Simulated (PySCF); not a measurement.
# C4H6B2O: the cost of one run

The runs use PySCF 2.14.0, with density-fitted response routines of our own; the level of theory stands in each step. All values are computed, except where a source is named. Atoms are numbered from 0 throughout.

## 1. Starting geometry

13 atoms, charge 0, multiplicity 1; geometry from: GFN2-xTB. The atoms were then displaced at random by about 0.01 Å, so the start is not that level's minimum.

Bonds of the start (Å): B0–O1 1.29, O1–B2 1.31, B2–C3 1.48, C3–C4 1.25, C4–C5 1.40, C5–C6 1.31, B0–H7 1.18, B0–H8 1.22, B2–H9 1.20, C5–H10 1.09, C6–H11 1.08, C6–H12 1.09.

## 2. Optimising the geometry at PBE0-D3(BJ)/def2-SVP

Job settings and geometry (Å):

```
{"job": {"xc": "PBE0", "basis": "def2-SVP", "d3": "d3bj", "grid": 1, "shake": 0.01, "kind": "geom"}, "charge": 0, "multiplicity": 1}
B      3.091640     1.581210     0.231610
O      2.246610     0.702570     0.663790
B      1.410510    -0.208660     1.093680
C      0.176660    -0.535250     0.353480
C     -0.892840    -0.831720    -0.216470
C     -2.085280    -1.179500    -0.869840
C     -3.164010    -0.429980    -0.887340
H      3.953740     1.298840    -0.516550
H      2.947380     2.733530     0.597890
H      1.682740    -0.795630     2.107740
H     -2.063950    -2.148340    -1.359530
H     -4.060640    -0.740460    -1.394190
H     -3.236730     0.536490    -0.398340
```

Started as:

```
> OMP_NUM_THREADS=1 python probes_run.py task.json out
```

The driver reads the jobs from task.json and runs them one after another.

Q: Estimate the wall time and peak memory of this first job on 1 thread of Arm Neoverse V1, shared host.

About 60 s, with a peak of 0.51 GiB.
